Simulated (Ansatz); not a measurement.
The system is Ti3Se.

```
Se Ti
1.0
     3.19745    0.00000    0.00000
    -1.59872    2.76907    0.00000
     0.00000    0.00000    7.94275
Se Ti
1 3
Cartesian
  0.0000 0.0000 0.0000
  1.5987 0.9230 3.9714
  0.0000 1.8460 6.1390
  0.0000 1.8460 1.8038
```

The cell comes from a database or a generator and needn't be the stable form of this composition.

Base run:

* Program: Ansatz 0.2.0
* Functional: LDA
* Potentials or basis: Ansatz PAW
* Cutoff: 420 eV
* Density cutoff: 1680 eV
* k mesh: 10 × 10 × 4
* Occupations: fermi-dirac, width 0.05 eV
* Spin: no spin polarisation

Its results: band gap on the k mesh none (metal or under the smearing width); pressure -8.0 GPa; largest force 0.112 eV/Å.

Q: After a change of settings the same cell gave: band gap on the k mesh none (metal or under the smearing width); pressure 0.1 GPa; largest force 0.021 eV/Å. Which change was it?
A. functional from LDA to PBEsol
B. functional from LDA to r2SCAN; cutoff from 420 eV to 500 eV; density cutoff from 1680 eV to 2000 eV
C. functional from LDA to PBE
D. functional from LDA to PBEsol; spin from no spin polarisation to spin-orbit coupling, no magnetisation; potential files from those of the base run to others of the same set

A: C.

PBE binds less tightly than LDA, so the same cell stands under more pressure.

Caveats: the PAW data sets come from PBE, with cores solved anew for the run's functional, which leaves a small shift of forces and pressure (some runs).

Not every run made on this cell is shown here.
